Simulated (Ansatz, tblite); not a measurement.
# The cluster Bi2Te3−: one state, many levels

An exercise on one series of results from a longer session: the logs are not shown, and one member is left open.

Program: Ansatz 0.2.0, Gaussian basis. Level of theory: as each input shows. These are calculated values, not measurements.

Plan: GFN1-xTB, GFN2-xTB, PBE-D4/def2-TZVPD, r2SCAN-D4/def2-TZVPD, BLYP-D4/def2-TZVPD, MP2/def2-TZVPD, RPA/def2-TZVPD.

10 further runs of the same task are left out: 8 that didn't finish, 2 set aside as unsound or not needed. Runs told in other sessions of the task aren't counted.

**The geometry**

The geometry is that of the doublet, from an earlier relaxation (r2SCAN-D4/def2-SVPD). At that level it is the lowest of the isomers that a small search found.

5 atoms, charge -1, spin multiplicity 2.

Bond lengths: Bi1–Te3 2.723 Å, Bi1–Te4 3.029 Å, Bi1–Te5 3.029 Å, Bi2–Te4 2.863 Å, Bi2–Te5 2.863 Å. Angles: Te3–Bi1–Te4 109.9°, Te3–Bi1–Te5 109.9°, Te4–Bi1–Te5 88.4°, Te4–Bi2–Te5 95.0°, Bi1–Te4–Bi2 84.1°, Bi1–Te5–Bi2 84.1°.

Bi, Te take a core potential in the def2 sets. No spin-orbit coupling is included. The ion is computed in the gas phase, without counter-ions or solvent.

PBE0-D4/def2-TZVPD was run before; its log isn't repeated, and its numbers join the tables.

Set-up of the first run:

Tight binding, by tblite at 300 K electronic temperature and without a spin-polarisation term:

```python
tblite.interface.Calculator('GFN1-xTB', numbers, positions, charge=-1, uhf=1).singlepoint()
```

Tight binding, by tblite at 300 K electronic temperature and without a spin-polarisation term:

```python
tblite.interface.Calculator('GFN2-xTB', numbers, positions, charge=-1, uhf=1).singlepoint()
```

start.molden holds the orbitals of an earlier run on this state, given as this run's starting guess.

in.yaml reads:

```yaml
crystal:
  periodic: [false, false, false]
  atoms:
    - {symbol: Bi, position_ang: [1.139824, -0.766530, 0.273569]}
    - {symbol: Bi, position_ang: [-2.157899, 1.154517, 1.283189]}
    - {symbol: Te, position_ang: [2.408406, -1.178377, -2.100870]}
    - {symbol: Te, position_ang: [0.423073, 2.161848, 0.563090]}
    - {symbol: Te, position_ang: [-1.813413, -1.371457, -0.018969]}
basis:
  gaussian: {orbitals: def2-TZVPD, initial_orbitals: start.molden}
total_charge: -1
magnetization: {spin_polarized: true, initial_magnetization: 1}
hamiltonian: {xc: pbe, dispersion: d4}
scf: {omitted_lower_state_checks: [starts]}
output: {forces: true, orbitals: {seedname: orbitals}}
```

Run with:

```
ansatz run in.yaml --threads 4 --pin off --events-out ev --progress --plain --max-ram 4787MiB
```

Among the steps run: PBE-D4/def2-TZVPD; r2SCAN-D4/def2-TZVPD; BLYP-D4/def2-TZVPD; MP2/def2-TZVPD; RPA/def2-TZVPD.

One of the session's tables, all rows but one given; the rest of the session is left out.

```
               level  HOMO (eV)  LUMO (eV)  gap (eV)
   PBE-D4/def2-TZVPD          ?          ?         ?
  BLYP-D4/def2-TZVPD      -0.49       0.01      0.50
r2SCAN-D4/def2-TZVPD      -0.99       0.11      1.10
  PBE0-D4/def2-TZVPD      -1.65       0.49      2.13
```

Estimate the missing values for PBE-D4/def2-TZVPD.

**Answer.** HOMO (eV): -0.70; LUMO (eV): -0.06; gap (eV): 0.63. In the column «HOMO (eV)» it lies between r2SCAN-D4/def2-TZVPD (-0.99) and BLYP-D4/def2-TZVPD (-0.49).
